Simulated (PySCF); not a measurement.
# C8H6: the cost of one run

Computed with PySCF 2.14.0 and routines of our own; the level stands in each step. Atoms count from 0.

1 further run of the same task is left out (for a known fault of the program).

### 1 The starting structure

14 atoms, charge 0, multiplicity 3; geometry from: GFN2-xTB.

### 2 Open-shell or spin-flip excitations: unrestricted TDDFT PBE0/def2-SVPD

What the job is given:

```
{"job": {"kind": "uabs", "xc": "PBE0", "basis": "def2-SVPD", "nstates": 10, "tda": false}, "charge": 0, "multiplicity": 3}
C      3.473997    -0.975854    -0.261046
C      3.024479     0.133961    -0.221969
C      2.377961     1.433077    -0.173367
C      0.919259     1.384946    -0.135893
C     -0.011150     0.484505    -0.143231
C     -1.238335     0.070440    -0.121900
C     -2.184580    -0.801464    -0.119841
C     -3.628976    -0.907270    -0.070247
H      3.893103    -1.936956    -0.295717
H      2.675396     2.027846    -1.047739
H      2.725656     1.988201     0.708372
H     -3.905780    -1.396876     0.866715
H     -4.150441     0.054249    -0.134651
H     -3.971267    -1.559278    -0.876630
```

Level: unrestricted TDDFT PBE0/def2-SVPD, vertical, gas phase, core orbitals frozen in the response.

Command:

```
OMP_NUM_THREADS=1 python excited_run.py task.json out
```

This one command runs all jobs of the session in turn.

Q: Estimate the wall time and peak memory of this first job on 1 thread of Arm Neoverse V2, shared host.

About 2 min, with a peak of 0.93 GiB.
